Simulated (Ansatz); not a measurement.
# C3H11GeN: how energies converge with the basis set

How large a basis does C3H11GeN need? Two functionals are run in growing sets.

Method: one geometry, several basis sets; program: Ansatz 0.2.0, Gaussian basis.

Plan: PBE0-D4/def2-SVP; ωB97M-V/def2-SVP; PBE0-D4/def2-QZVPP; ωB97M-V/def2-QZVPP; the functionals' def2-TZVPP values are taken from earlier runs.

**1. The geometry**

An earlier PBE0-D4 in a triple-zeta def2 set relaxation fixed the geometry.

SMILES `[CH3][Ge]([CH3])([CH3])[NH2]`, 16 atoms, charge 0, spin multiplicity 1.

Atoms are counted from 1 here; the program's logs count them from 0.

Bond lengths: C1–Ge2 1.962 Å, C1–H6 1.092 Å, C1–H7 1.092 Å, C1–H8 1.092 Å, Ge2–C3 1.951 Å, Ge2–C4 1.951 Å, Ge2–N5 1.852 Å, C3–H9 1.091 Å, C3–H10 1.092 Å, C3–H11 1.092 Å, C4–H12 1.091 Å, C4–H13 1.092 Å, C4–H14 1.092 Å, N5–H15 1.011 Å, N5–H16 1.011 Å. Angles: Ge2–C1–H6 110.6°, Ge2–C1–H7 110.8°, Ge2–C1–H8 110.5°, H6–C1–H7 108.3°, H6–C1–H8 108.3°, H7–C1–H8 108.3°, C1–Ge2–C3 109.9°, C1–Ge2–C4 110.0°, C1–Ge2–N5 113.0°, C3–Ge2–C4 112.0°, C3–Ge2–N5 106.0°, C4–Ge2–N5 105.9°, Ge2–C3–H9 110.1°, Ge2–C3–H10 110.7°, Ge2–C3–H11 110.7°, H9–C3–H10 108.8°, H9–C3–H11 108.4°, H10–C3–H11 108.1° and more.

**2. PBE0-D4 in def2-SVP**

Input file in.yaml:

```yaml
crystal:
  periodic: [false, false, false]
  atoms:
    - {symbol: C, position_ang: [-0.980504, 0.455402, -1.549599]}
    - {symbol: Ge, position_ang: [-0.045835, 0.027138, 0.121581]}
    - {symbol: C, position_ang: [1.671576, 0.950377, 0.178931]}
    - {symbol: C, position_ang: [0.158753, -1.905135, 0.293782]}
    - {symbol: N, position_ang: [-0.970260, 0.577121, 1.629610]}
    - {symbol: H, position_ang: [-1.126297, 1.533584, -1.641967]}
    - {symbol: H, position_ang: [-0.406460, 0.111896, -2.413256]}
    - {symbol: H, position_ang: [-1.959885, -0.026673, -1.575383]}
    - {symbol: H, position_ang: [2.191532, 0.716738, 1.109092]}
    - {symbol: H, position_ang: [2.300770, 0.648167, -0.660431]}
    - {symbol: H, position_ang: [1.529501, 2.031731, 0.124764]}
    - {symbol: H, position_ang: [0.667918, -2.146006, 1.228068]}
    - {symbol: H, position_ang: [0.741505, -2.307158, -0.537191]}
    - {symbol: H, position_ang: [-0.815981, -2.397400, 0.294416]}
    - {symbol: H, position_ang: [-1.109883, 1.576805, 1.690172]}
    - {symbol: H, position_ang: [-1.869349, 0.130713, 1.751608]}
basis:
  gaussian: {orbitals: def2-SVP}
hamiltonian: {xc: pbe0, dispersion: d4}
output: {orbitals: {seedname: orbitals}}
```

Run with:

```
$ ansatz run in.yaml --threads 4 --pin off --events-out ev --progress --plain --max-ram 11315MiB
```

Further steps of the session: ωB97M-V in def2-SVP; PBE0-D4 in def2-QZVPP; ωB97M-V in def2-QZVPP.

Before running them: what should the planned runs give, taken together? Wanted: PBE0-D4: double and triple zeta above quadruple; ωB97M-V: double and triple zeta above quadruple.

**Answer**, as computed:

| quantity | value |
| --- | --- |
| PBE0-D4: double and triple zeta above quadruple | 14.19, 1.51 eV |
| ωB97M-V: double and triple zeta above quadruple | 14.46, 1.47 eV |

**Reading.** For PBE0-D4 the step from double to triple zeta gains 12.68 eV and the next only 1.51 eV. Total energies overstate the basis error of differences, where much of it tends to cancel. The LUMO of ωB97M-V is positive and keeps falling with the basis (2.94 to 1.47 eV): an unbound level that the basis holds in place.
